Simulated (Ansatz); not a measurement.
Crystal: Ba2Tl5V3O12.

```
CELL_PARAMETERS angstrom
4.23698 2.44622 6.12840
-4.23698 2.44622 6.12840
0.00000 -4.89244 6.12840
ATOMIC_POSITIONS crystal
Ba 0.50000 0.50000 0.50000
Ba 0.00000 0.00000 0.00000
V 0.50000 0.50000 0.00000
V 0.00000 0.50000 0.50000
V 0.50000 0.00000 0.50000
Tl 0.00000 0.00000 0.50000
Tl 0.50000 0.00000 0.00000
Tl 0.00000 0.50000 0.00000
Tl 0.74045 0.74045 0.74045
Tl 0.25955 0.25955 0.25955
O 0.71652 0.08089 0.41242
O 0.41242 0.71652 0.08089
O 0.08089 0.41242 0.71652
O 0.58757 0.91911 0.28348
O 0.91911 0.28348 0.58757
O 0.28348 0.58757 0.91911
O 0.28348 0.91911 0.58757
O 0.58757 0.28348 0.91911
O 0.91911 0.58757 0.28348
O 0.41242 0.08089 0.71652
O 0.08089 0.71652 0.41242
O 0.71652 0.41242 0.08089
```

The cell was built by a generator and needn't be a form met in nature.

Program: Ansatz 0.2.0. Alike in all runs: level PBE; potentials or basis Ansatz PAW; spin collinear, ferromagnetic start; cell as given; k mesh 4 × 4 × 4; cutoff (eV) 420; smearing fermi-dirac 0.05 eV. Hardware: 8 threads of Intel(R) Xeon(R) Platinum 8488C (Sapphire Rapids), with other jobs on the host.

Task: Order these runs on this cell by their wall time, lowest first.
A. task projected density of states
B. task electron localisation function
C. task band structure; points for each segment of the path 10

Result: B (20 s), A (41 s), C (81 s).

Caveats: semilocal functionals often make such compounds metallic where correlation or magnetic order opens a gap, which also shifts bond lengths; spin-orbit coupling is left out, which moves the levels of the heavy elements (some runs).
